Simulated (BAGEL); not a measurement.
**RI-MP2/def2-SVP (density fitting with qzvpp-jkfit) run of C2H3ClSi (SMILES ClC1=C[SiH2]1)**

Aim: the energy change on altering one bond length of C2H3ClSi at RI-MP2/def2-SVP (density fitting with qzvpp-jkfit), from 2 runs. 

Program for the calculation: BAGEL 1.2.2.

24 further runs of the same task are left out: 24 set aside as unsound or not needed.

## Step 1: The system as given

C2H3ClSi: 7 atoms, total charge 0, spin state singlet. As SMILES, `ClC1=C[SiH2]1`. Geometry: relaxed at PBE0-D4/def2-TZVP.

Bond lengths: Cl1–C2 1.700 Å, C2–C3 1.327 Å, C2–Si4 1.804 Å, C3–Si4 1.819 Å, C3–H5 1.082 Å, Si4–H6 1.482 Å, Si4–H7 1.482 Å. Some angles: Cl1–C2–C3 135.8°, Cl1–C2–Si4 155.1°, C3–C2–Si4 69.2°, C2–C3–Si4 67.9°, C2–Si4–C3 43.0°, C2–C3–H5 137.0°, Si4–C3–H5 155.1°, C2–Si4–H6 121.6°, C2–Si4–H7 121.6°, C3–Si4–H6 121.6°.

## Step 2: The energy at RI-MP2/def2-SVP (density fitting with qzvpp-jkfit)

job.json reads:

```json
{ "bagel" : [

{
  "title" : "molecule",
  "basis" : "svp",
  "df_basis" : "qzvpp-jkfit",
  "angstrom" : true,
  "geometry" : [
    { "atom" : "Cl", "xyz" : [   -1.169200,   -2.293300,    0.411500 ] },
    { "atom" : "C", "xyz" : [   -0.358000,   -0.819900,    0.163200 ] },
    { "atom" : "C", "xyz" : [    0.836800,   -0.330000,    0.466700 ] },
    { "atom" : "Si", "xyz" : [   -0.185900,    0.871600,   -0.438900 ] },
    { "atom" : "H", "xyz" : [    1.727500,   -0.673800,    0.975600 ] },
    { "atom" : "H", "xyz" : [   -0.837800,    2.011300,    0.248800 ] },
    { "atom" : "H", "xyz" : [    0.047800,    1.166200,   -1.872600 ] }
  ]
},
{ "title" : "hf" },
{ "title" : "mp2", "ncore" : 12 }

]}
```

Command:

```
BAGEL_NUM_THREADS=1 BAGEL job.json > job.out
```

What it wrote:

```text
* using 1 threads per process

  ===============================================================
  ===============================================================

  *** Geometry ***

  { "atom" : "Cl", "xyz" : [     -2.209468,     -4.333709,      0.777622 ] },
  { "atom" : "C", "xyz" : [     -0.676522,     -1.549386,      0.308403 ] },
  { "atom" : "C", "xyz" : [      1.581323,     -0.623610,      0.881935 ] },
  { "atom" : "Si", "xyz" : [     -0.351300,      1.647085,     -0.829401 ] },
  { "atom" : "H", "xyz" : [      3.264502,     -1.273297,      1.843617 ] },
  { "atom" : "H", "xyz" : [     -1.583213,      3.800806,      0.470164 ] },
  { "atom" : "H", "xyz" : [      0.090329,      2.203799,     -3.538701 ] },

  Number of auxiliary basis functions:      460

  Since a DF basis is specified, we compute 2- and 3-index integrals:
    o Being stored without compression. Storage requirement is 0.023 GB

  Number of basis functions:       79
  Number of electrons      :       46

    * METHOD: MOLECULE                             0.20

  *** RHF ***

  === Nuclear Repulsion ===
   179.9223186299

      * DIIS with orbital gradients will be used.

  === RHF iteration (svp) ===
      0       -825.43677573          0.01229784           0.06
      1       -825.51506627          0.00634273           0.05
      2       -825.53269619          0.00138269           0.05
      3       -825.53450842          0.00035884           0.05
      4       -825.53461672          0.00013595           0.06
      5       -825.53464103          0.00006395           0.06
      6       -825.53464609          0.00002506           0.06
      7       -825.53464712          0.00000822           0.05
      8       -825.53464722          0.00000323           0.06
      9       -825.53464724          0.00000171           0.05
     10       -825.53464724          0.00000057           0.06
     11       -825.53464724          0.00000022           0.06
     12       -825.53464724          0.00000010           0.06
     13       -825.53464724          0.00000003           0.06
     14       -825.53464724          0.00000001           0.06
    * SCF iteration converged.

    * Permanent dipole moment:
           (   -0.304348,    -0.544161,     0.089708) a.u.

    * METHOD: HF                                   0.98

  *** RHF ***

  === Nuclear Repulsion ===
   179.9223186299

      * DIIS with orbital gradients will be used.

  === RHF iteration (svp) ===
      0       -825.53464724          0.00000000           0.06
    * SCF iteration converged.

    * Permanent dipole moment:
           (   -0.304349,    -0.544161,     0.089708) a.u.

  === DF-MP2 calculation ===

    * freezing 12 orbitals
    * 3-index integral transformation done
    * assembly done

      MP2 correlation energy:   -0.4866144713      0.03

      MP2 total energy:       -826.0212617100

    * METHOD: MP2                                  0.15

  ===============================================================
```

Wall time 1.4 s (1 thread of Arm Neoverse V1, shared host); peak memory 0.11 GiB.

## Step 3: The distorted shape, same level

input.json reads:

```json
{ "bagel": [

{
  "title": "molecule",
  "basis": "svp",
  "df_basis": "qzvpp-jkfit",
  "angstrom": true,
  "geometry": [
    { "atom": "Cl", "xyz": [      -1.881732,      -2.018271,       0.004396 ] },
    { "atom": "C", "xyz": [      -1.070532,      -0.544871,      -0.243904 ] },
    { "atom": "C", "xyz": [       0.124268,      -0.054971,       0.059596 ] },
    { "atom": "Si", "xyz": [      -0.898432,       1.146629,      -0.846004 ] },
    { "atom": "H", "xyz": [       1.727500,      -0.673800,       0.975600 ] },
    { "atom": "H", "xyz": [      -1.550332,       2.286329,      -0.158304 ] },
    { "atom": "H", "xyz": [      -0.664732,       1.441229,      -2.279704 ] }
  ]
},

{ "title": "hf" },

{ "title": "mp2", "ncore": 12 }

]}
```

Command:

```
BAGEL_NUM_THREADS=1 BAGEL input.json > input.out
```

What it wrote:

```text
* using 1 threads per process

  ===============================================================
  ===============================================================

  *** Geometry ***

  { "atom" : "Cl", "xyz" : [     -3.555958,     -3.813979,      0.008307 ] },
  { "atom" : "C", "xyz" : [     -2.023012,     -1.029657,     -0.460912 ] },
  { "atom" : "C", "xyz" : [      0.234832,     -0.103880,      0.112620 ] },
  { "atom" : "Si", "xyz" : [     -1.697790,      2.166815,     -1.598716 ] },
  { "atom" : "H", "xyz" : [      3.264502,     -1.273297,      1.843617 ] },
  { "atom" : "H", "xyz" : [     -2.929703,      4.320536,     -0.299151 ] },
  { "atom" : "H", "xyz" : [     -1.256161,      2.723528,     -4.308016 ] },

  Number of auxiliary basis functions:      460

  Since a DF basis is specified, we compute 2- and 3-index integrals:
    o Being stored without compression. Storage requirement is 0.023 GB

  Number of basis functions:       79
  Number of electrons      :       46

    * METHOD: MOLECULE                             0.20

  *** RHF ***

  === Nuclear Repulsion ===
   177.1897392063

      * DIIS with orbital gradients will be used.

  === RHF iteration (svp) ===
      0       -825.29100125          0.01128225           0.06
      1       -825.36045757          0.00655830           0.05
      2       -825.38115892          0.00164701           0.05
      3       -825.38378496          0.00044071           0.05
      4       -825.38395671          0.00014518           0.05
      5       -825.38397968          0.00006485           0.05
      6       -825.38398279          0.00001995           0.05
      7       -825.38398323          0.00000603           0.05
      8       -825.38398326          0.00000295           0.06
      9       -825.38398327          0.00000116           0.06
     10       -825.38398327          0.00000046           0.05
     11       -825.38398327          0.00000024           0.05
     12       -825.38398327          0.00000011           0.05
     13       -825.38398327          0.00000004           0.05
     14       -825.38398327          0.00000002           0.06
     15       -825.38398327          0.00000001           0.06
    * SCF iteration converged.

    * Permanent dipole moment:
           (    0.087182,    -0.645010,     0.293328) a.u.

    * METHOD: HF                                   1.03

  *** RHF ***

  === Nuclear Repulsion ===
   177.1897392063

      * DIIS with orbital gradients will be used.

  === RHF iteration (svp) ===
      0       -825.38398327          0.00000001           0.06
    * SCF iteration converged.

    * Permanent dipole moment:
           (    0.087183,    -0.645010,     0.293328) a.u.

  === DF-MP2 calculation ===

    * freezing 12 orbitals
    * 3-index integral transformation done
    * assembly done

      MP2 correlation energy:   -0.5067486507      0.03

      MP2 total energy:       -825.8907319183

    * METHOD: MP2                                  0.15

  ===============================================================
```

It took 1.5 s on 1 thread of Arm Neoverse V1, shared host; peak memory 0.11 GiB.

## Step 4: Summary of results

Level: RI-MP2/def2-SVP (density fitting with qzvpp-jkfit), 12 core orbitals frozen.

| quantity | value |
| --- | --- |
| first shape: total energy | -826.02126 Eh |
| first shape: correlation energy (12 core orbitals frozen) | -486.6 mEh |
| distorted shape: total energy | -825.89073 Eh |
| distorted shape: correlation energy (12 core orbitals frozen) | -506.7 mEh |
| energy change with the C3–H5 bond stretched from 1.082 to 1.947 Å | 3.552 eV |

What this shows: One bond (distorted shape) is far stretched, which a spin-restricted single reference describes badly; perturbation theory on it can break down and give far too much correlation. With the C3–H5 bond stretched from 1.082 to 1.947 Å the energy rises by 3.55 eV (343 kJ/mol). The first shape isn't relaxed at this level, so the change isn't measured from a minimum. A restricted reference can't describe the breaking bond well at this length.
